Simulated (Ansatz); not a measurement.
# Cl₂HNbO₂: one species, many methods

An exercise on one series of results from a longer session: the logs are not shown, and one member is left open.

Method: functionals in def2-TZVPP, the program's frozen cores in correlated methods; program: Ansatz 0.2.0, Gaussian basis.

The runs, in order: LDA (SPW92), PBE-D4, revPBE-D4, BLYP-D4, r2SCAN-D4, B97M-V, PBE0-D4, B3LYP-D4, r2SCANh-D4, r2SCAN0-D4, HSE06-D4, BHLYP-D4, CAM-B3LYP-D4, LC-ωPBE, ωB97X-V, ωB97M-V, B2PLYP, PBE-QIDH; CCSD(T)/def2-SVP; CCSD(T)/def2-TZVPP; MP2/def2-QZVPP; extrapolation to the limit; RPA on PBE.

## The relaxed structure

An earlier PBE0-D4 in a triple-zeta def2 set relaxation fixed the geometry. Nb takes the def2 core potential; no spin-orbit term is included.

SMILES `[O]=[Nb]([OH])([Cl])[Cl]`, 6 atoms, charge 0, spin multiplicity 1.

Atoms are counted from 1 here; the program's logs count them from 0.

Bond lengths: O1–Nb2 1.682 Å, Nb2–O3 1.871 Å, Nb2–Cl4 2.291 Å, Nb2–Cl5 2.291 Å, O3–H6 0.960 Å. Angles: O1–Nb2–O3 107.5°, O1–Nb2–Cl4 108.3°, O1–Nb2–Cl5 108.3°, O3–Nb2–Cl4 110.4°, O3–Nb2–Cl5 110.4°, Cl4–Nb2–Cl5 111.8°, Nb2–O3–H6 129.9°.

Coordinates:

```
O    -1.4137   -0.0645    1.0674
Nb   -0.3057    0.1132   -0.1853
O     1.3609   -0.4467    0.4556
Cl   -0.9744   -1.2099   -1.9315
Cl   -0.2319    2.3258   -0.7734
H     1.6068   -0.7818    1.3211
```

The first run:

File in.yaml:

```yaml
crystal:
  periodic: [false, false, false]
  atoms:
    - {symbol: O, position_ang: [-1.413720, -0.064473, 1.067407]}
    - {symbol: Nb, position_ang: [-0.305669, 0.113167, -0.185292]}
    - {symbol: O, position_ang: [1.360888, -0.446724, 0.455601]}
    - {symbol: Cl, position_ang: [-0.974389, -1.209925, -1.931517]}
    - {symbol: Cl, position_ang: [-0.231862, 2.325800, -0.773369]}
    - {symbol: H, position_ang: [1.606753, -0.781846, 1.321069]}
basis:
  gaussian: {orbitals: def2-TZVPP}
hamiltonian: {xc: lda}
output: {orbitals: {seedname: orbitals}}
```

Steps of the session up to this table: LDA; PBE-D4 (GGA); revPBE-D4 (GGA); BLYP-D4 (GGA); r2SCAN-D4 (meta-GGA); B97M-V (meta-GGA); PBE0-D4 (hybrid); B3LYP-D4 (hybrid); r2SCANh-D4 (hybrid); r2SCAN0-D4 (hybrid); HSE06-D4 (hybrid); BHLYP-D4 (hybrid); CAM-B3LYP-D4 (range-separated); LC-ωPBE-D4 (range-separated; the results give it without D4); ωB97X-V (range-separated); ωB97M-V (range-separated); B2PLYP (double hybrid); PBE-QIDH (double hybrid).

One of the session's tables, all rows but one given; the rest of the session is left out.

It belongs to the step «Orbital energies across the functionals». 

| functional | HOMO (eV) | LUMO (eV) | gap (eV) |
| --- | --- | --- | --- |
| LDA (SPW92) | -8.19 | -3.52 | 4.67 |
| PBE-D4 | -8.01 | -3.28 | 4.73 |
| revPBE-D4 | -7.94 | -3.18 | 4.76 |
| BLYP-D4 | -7.84 | -3.17 | 4.68 |
| r2SCAN-D4 | -8.40 | -3.22 | 5.18 |
| B97M-V | -8.45 | -3.17 | 5.29 |
| PBE0-D4 | -9.46 | -2.55 | 6.91 |
| B3LYP-D4 | -9.17 | -2.76 | 6.41 |
| r2SCANh-D4 | -8.93 | -2.94 | 5.99 |
| r2SCAN0-D4 | -9.72 | -2.51 | 7.22 |
| HSE06-D4 | -9.06 | -2.92 | 6.13 |
| BHLYP-D4 | -10.76 | -1.66 | 9.10 |
| CAM-B3LYP-D4 | -10.82 | -1.50 | 9.32 |
| LC-ωPBE | -12.24 | -0.36 | 11.87 |
| ωB97X-V | ? | ? | ? |
| ωB97M-V | -11.69 | -0.46 | 11.23 |

Q: Estimate the row for ωB97X-V from the others.

As computed: HOMO (eV): -11.85; LUMO (eV): -0.43; gap (eV): 11.42. In the column «HOMO (eV)» it lies between LC-ωPBE (-12.24) and ωB97M-V (-11.69).
